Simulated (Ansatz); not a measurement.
Hf2Pd2Se2Br2O3:

```xyz
11
Lattice="5.7590 0.0000 0.0000 -2.8795 4.9874 0.0000 0.0000 0.0000 8.5255" Properties=species:S:1:pos:R:3 pbc="T T T"
Hf    0.0000    3.3250    4.6209
Hf    2.8795    1.6625    4.6209
Pd    0.0000    3.3250    1.0981
Pd    2.8795    1.6625    1.0981
Se    0.0000    3.3250    7.2954
Se    2.8795    1.6625    7.2954
Br    0.0000    0.0000    1.1846
Br    0.0000    0.0000    5.5743
O     2.8795    0.0000    3.6628
O    -1.4397    2.4937    3.6628
O     1.4397    2.4937    3.6628
```

The cell was built by a generator and needn't be a form met in nature.

| Item | Value |
| --- | --- |
| Program | Ansatz 0.2.0 |
| Task | relaxation of cell and atoms |
| Functional | PBE |
| Dispersion | D3(BJ)-ATM |
| Potentials or basis | Ansatz PAW |
| Cutoff | 420 eV (not typed: the program's choice for these potentials) |
| k mesh | 4 × 4 × 3 |
| Occupations | fermi-dirac, width 0.05 eV |
| Spin | no spin polarisation |

At the start: volume 22.26 Å³/atom.

Q: Where does the relaxation end?

A: It ends after 8 steps and the volume is 20.85 Å³/atom (-6.3 %); space group P6mm (No. 183, to 0.05 Å).

Step by step:
```
step  energy change (eV)  largest force (eV/Å)  volume (Å³)
   1              0.0000                0.0950       244.87
   2             -0.0989                0.4384       231.29
   3             -0.1060                0.1157       230.20
   4             -0.1100                0.0195       229.87
   5             -0.1099                0.0021       229.98
   6             -0.0980                0.0024       229.98
   7             -0.0987                0.0021       229.39
   8             -0.0982                0.0021       229.39
```

Final structure:
```yaml
crystal:
  lattice:
    - [5.65854, 0.00000, 0.00000]
    - [-2.82927, 4.90044, 0.00000]
    - [0.00000, 0.00000, 8.27259]
  atoms:
    - { symbol: Hf, position: [0.33333, 0.66667, 0.54092] }
    - { symbol: Hf, position: [0.66667, 0.33333, 0.54092] }
    - { symbol: Pd, position: [0.33333, 0.66667, 0.13978] }
    - { symbol: Pd, position: [0.66667, 0.33333, 0.13978] }
    - { symbol: Se, position: [0.33333, 0.66667, 0.86075] }
    - { symbol: Se, position: [0.66667, 0.33333, 0.86075] }
    - { symbol: Br, position: [0.00000, 0.00000, 0.14034] }
    - { symbol: Br, position: [0.00000, 0.00000, 0.65332] }
    - { symbol: O, position: [0.50000, 0.00000, 0.41939] }
    - { symbol: O, position: [0.00000, 0.50000, 0.41939] }
    - { symbol: O, position: [0.50000, 0.50000, 0.41939] }
```

Caveat: the plane-wave basis is chosen anew once the cell has moved, so the energies of steps on either side of that aren't comparable; pairwise dispersion overbinds metals, which lowers pressure and volume.
